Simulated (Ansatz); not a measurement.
# C4H15NSi2: how energies converge with the basis set

Aim: see how fast density functionals converge with the basis set for C4H15NSi2.

The runs use Ansatz 0.2.0, Gaussian basis; one geometry, several basis sets.

Plan: PBE0-D4/def2-SVP; ωB97M-V/def2-SVP; PBE0-D4/def2-QZVPP; ωB97M-V/def2-QZVPP; the functionals' def2-TZVPP values are taken from earlier runs.

1 further run of the same task is left out (it didn't finish).

**1. Structure used throughout**

All runs share one geometry, relaxed beforehand with PBE0-D4 in a triple-zeta def2 set.

SMILES `CC(C)(C)N([SiH3])[SiH3]`, 22 atoms, charge 0, spin multiplicity 1.

Atoms are counted from 1 here; the program's logs count them from 0.

Bond lengths: C1–C2 1.527 Å, C1–H8 1.092 Å, C1–H9 1.092 Å, C1–H10 1.093 Å, C2–C3 1.525 Å, C2–C4 1.525 Å, C2–N5 1.491 Å, C3–H11 1.092 Å, C3–H12 1.094 Å, C3–H13 1.092 Å, C4–H14 1.094 Å, C4–H15 1.092 Å, C4–H16 1.092 Å, N5–Si6 1.734 Å, N5–Si7 1.734 Å, Si6–H17 1.489 Å, Si6–H18 1.482 Å, Si6–H19 1.491 Å and more. Angles: C2–C1–H8 110.6°, C2–C1–H9 110.6°, C2–C1–H10 110.9°, H8–C1–H9 108.1°, H8–C1–H10 108.2°, H9–C1–H10 108.2°, C1–C2–C3 109.7°, C1–C2–C4 109.6°, C1–C2–N5 109.3°, C3–C2–C4 108.1°, C3–C2–N5 110.1°, C4–C2–N5 110.1°, C2–C3–H11 109.9°, C2–C3–H12 111.9°, C2–C3–H13 111.0°, H11–C3–H12 107.1°, H11–C3–H13 108.4°, H12–C3–H13 108.4° and more.

Coordinates:

```
C    -0.9355   -1.3606    0.7512
C     0.2536   -0.5666    0.2148
C     1.2727   -0.3528    1.3291
C     0.9323   -1.3517   -0.9026
N    -0.2252    0.7482   -0.3004
Si   -0.3904    2.0814    0.7958
Si   -0.7989    0.8646   -1.9325
H    -1.6707   -1.5328   -0.0380
H    -1.4271   -0.8176    1.5614
H    -0.6138   -2.3317    1.1365
H     1.6353   -1.3174    1.6907
H     0.8364    0.1683    2.1863
H     2.1275    0.2252    0.9721
H     0.2409   -1.5794   -1.7192
H     1.2979   -2.3057   -0.5166
H     1.7796   -0.7978   -1.3117
H     0.9169    2.6393    1.2382
H    -1.1416    3.1519    0.0979
H    -1.1361    1.6953    2.0279
H     0.2902    0.7667   -2.9426
H    -1.4605    2.1820   -2.0870
H    -1.7835   -0.2088   -2.2514
```

**2. PBE0-D4 in def2-SVP**

File in.yaml:

```yaml
crystal:
  periodic: [false, false, false]
  atoms:
    - {symbol: C, position_ang: [-0.935516, -1.360554, 0.751200]}
    - {symbol: C, position_ang: [0.253622, -0.566552, 0.214817]}
    - {symbol: C, position_ang: [1.272661, -0.352799, 1.329071]}
    - {symbol: C, position_ang: [0.932295, -1.351735, -0.902558]}
    - {symbol: N, position_ang: [-0.225186, 0.748217, -0.300442]}
    - {symbol: Si, position_ang: [-0.390421, 2.081402, 0.795771]}
    - {symbol: Si, position_ang: [-0.798869, 0.864552, -1.932450]}
    - {symbol: H, position_ang: [-1.670686, -1.532806, -0.038010]}
    - {symbol: H, position_ang: [-1.427123, -0.817598, 1.561439]}
    - {symbol: H, position_ang: [-0.613810, -2.331679, 1.136518]}
    - {symbol: H, position_ang: [1.635263, -1.317393, 1.690750]}
    - {symbol: H, position_ang: [0.836379, 0.168263, 2.186281]}
    - {symbol: H, position_ang: [2.127529, 0.225218, 0.972109]}
    - {symbol: H, position_ang: [0.240896, -1.579375, -1.719151]}
    - {symbol: H, position_ang: [1.297903, -2.305736, -0.516638]}
    - {symbol: H, position_ang: [1.779642, -0.797772, -1.311747]}
    - {symbol: H, position_ang: [0.916864, 2.639340, 1.238238]}
    - {symbol: H, position_ang: [-1.141583, 3.151901, 0.097919]}
    - {symbol: H, position_ang: [-1.136064, 1.695277, 2.027880]}
    - {symbol: H, position_ang: [0.290183, 0.766735, -2.942566]}
    - {symbol: H, position_ang: [-1.460506, 2.181961, -2.087014]}
    - {symbol: H, position_ang: [-1.783463, -0.208841, -2.251427]}
basis:
  gaussian: {orbitals: def2-SVP}
hamiltonian: {xc: pbe0, dispersion: d4}
output: {orbitals: {seedname: orbitals}}
```

The runs that follow: ωB97M-V in def2-SVP; PBE0-D4 in def2-QZVPP; ωB97M-V in def2-QZVPP.

Q: Predict the results of all the runs planned. Wanted: PBE0-D4: double and triple zeta above quadruple; ωB97M-V: double and triple zeta above quadruple.

The runs gave:

| quantity | value |
| --- | --- |
| PBE0-D4: double and triple zeta above quadruple | 12.89, 0.89 eV |
| ωB97M-V: double and triple zeta above quadruple | 13.31, 0.83 eV |

**Reading.** PBE0-D4 gains 12.01 eV from double to triple zeta, then 0.89 eV more. Total energies overstate the basis error of differences, where much of it tends to cancel. The LUMO of ωB97M-V is positive and keeps falling with the basis (2.55 to 1.49 eV): an unbound level that the basis holds in place.
